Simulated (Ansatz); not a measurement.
# KRe: the cost of one run

Computed with Ansatz 0.2.0 (DFT PBE, scalar-relativistic, plane waves, PAW, unless a step's input says otherwise).

## Step 1: The system as given

Symmetry: Pm-3m, No. 221, cubic system. Conventional cell: a = 3.741 Å, b = 3.741 Å, c = 3.741 Å, α = 90.00°, β = 90.00°, γ = 90.00°. Around K (site symmetry m-3m) lie 8 Re at 3.24 Å. Re (site symmetry m-3m) has 8 K at 3.24 Å as nearest neighbours.

Structure file:

```
CELL_PARAMETERS angstrom
3.74136 0.00000 0.00000
0.00000 3.74136 0.00000
0.00000 0.00000 3.74136
ATOMIC_POSITIONS crystal
K 0.00000 0.00000 0.00000
Re 0.50000 0.50000 0.50000
```

This is candidate A: caesium chloride type (Pm-3m, No. 221).

(A quick probe on a coarse mesh, which set the mesh and smearing, is not shown.)

## Step 3: The relaxation (candidate A)

input.yaml

```yaml
crystal:
  lattice:
    - [3.7413581055, 0.0, 0.0]
    - [0.0, 3.7413581055, 0.0]
    - [0.0, 0.0, 3.7413581055]
  atoms:
    - { symbol: K, position: [0.0, 0.0, 0.0] }
    - { symbol: Re, position: [0.5, 0.5, 0.5] }
basis:
  ecutwfc: 420
kpoints:
  mp_grid: { grid: [14, 14, 14] }
hamiltonian:
  xc: pbe
scf:
  occupations: { method: gaussian, width: 0.1 }
output:
  forces: true
  stress: true
  eigenvalues: true
  write_density: true
  write_potential: true
  elf: true
  volumetric_format: npy
relax:
  adjacent_minimum: "off"
  f_tol: 0.01
  max_steps: 80
  cell: { stress_tol: 0.05 }
```

Command:

```bash
ansatz run input.yaml --threads 1 --pin off --max-ram 2560MiB --backend cpu --events-out ev --progress --plain --runs-dir out
```

What time and memory should one allow on 1 thread of Intel Xeon Platinum 8488C (Sapphire Rapids), shared host?

About 23 s, with a peak of 0.44 GiB.
